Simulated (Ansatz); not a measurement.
**CH₄Ge (quintet): the correlation ladder, cc-pVDZ**

How much of the correlation energy of CH₄Ge (quintet) does each wave-function method recover here?

Computed with Ansatz 0.2.0, Gaussian basis. Level: cc-pVDZ, core rule «outside noble gas», up to 15 orbitals frozen.

The runs, in order: UHF; CCSD(T) on ROHF; CCSD(T) on UHF; BCCD(T) on ROHF; CISD; CCSDT(Q) on ROHF; CCSDT(Q) on UHF.

21 further runs of the same task are left out: 5 that didn't finish, 16 set aside as unsound or not needed.

## Step 1: The system

The geometry is a PBE0/def2-TZVP stationary point (not a proven minimum) of the parent state, kept for this charge and spin. No spin-orbit coupling is included. The filled d shell of Ge may be among the frozen orbitals whatever the setting's name suggests; the logs give the count.

6 atoms, charge 0, spin multiplicity 5.

Atoms are counted from 1 here; the program's logs count them from 0.

Bond lengths: Ge1–C2 1.973 Å, Ge1–H3 1.548 Å, C2–H4 1.089 Å, C2–H5 1.091 Å, C2–H6 1.091 Å. Angles: C2–Ge1–H3 119.8°, Ge1–C2–H4 109.1°, Ge1–C2–H5 109.5°, Ge1–C2–H6 109.5°, H4–C2–H5 109.2°, H4–C2–H6 109.2°, H5–C2–H6 110.2°.

## Step 2: UHF

The input, in.yaml:

```yaml
crystal:
  periodic: [false, false, false]
  atoms:
    - {symbol: Ge, position_ang: [0.000000, -0.033908, 0.336669]}
    - {symbol: C, position_ang: [0.000000, 0.076047, -1.633008]}
    - {symbol: H, position_ang: [0.000000, 1.264562, 1.179449]}
    - {symbol: H, position_ang: [0.000000, -0.931556, -2.046951]}
    - {symbol: H, position_ang: [0.894568, 0.602256, -1.968225]}
    - {symbol: H, position_ang: [-0.894568, 0.602256, -1.968225]}
basis:
  gaussian: {orbitals: cc-pVDZ}
magnetization: {spin_polarized: true, initial_magnetization: 4}
hamiltonian: {xc: hf}
output: {orbitals: {seedname: orbitals}}
```

On the command line:

```bash
$ ansatz run in.yaml --threads 1 --pin off --events-out ev --progress --plain --max-ram 2393MiB
```

The runs that follow: CCSD(T) on ROHF; CCSD(T) on UHF; BCCD(T) on ROHF; CISD; CCSDT(Q) on ROHF; CCSDT(Q) on UHF.

Before running them: what should the planned runs give, taken together? Wanted: UCCSDT(Q) below the RHF energy; RMP2 from UCCSDT(Q); UMP2 from UCCSDT(Q); RCCSD from UCCSDT(Q); RCCSD(T) from UCCSDT(Q); UCCSD(T) from UCCSDT(Q); RCCSDT(Q) from UCCSDT(Q); T1 diagnostic.

The runs gave:

| quantity | value |
| --- | --- |
| UCCSDT(Q) below the RHF energy | -6.7334 eV |
| RMP2 from UCCSDT(Q) | +1177.9 meV |
| UMP2 from UCCSDT(Q) | +1208.1 meV |
| RCCSD from UCCSDT(Q) | +239.3 meV |
| RCCSD(T) from UCCSDT(Q) | +57.1 meV |
| UCCSD(T) from UCCSDT(Q) | +41.1 meV |
| RCCSDT(Q) from UCCSDT(Q) | +17.3 meV |
| levels within 1 kcal/mol (43 meV) | UCCSD(T), RCCSDT, UCCSDT, RCCSDT(Q) |
| T1 diagnostic | 0.023 |

**Reading.** RCCSD(T) misses by +57.1 meV, 0.8 % of the correlation energy. These misses are within one basis, not against nature; the frozen cores of restricted and unrestricted runs differ, which can shift their rows.
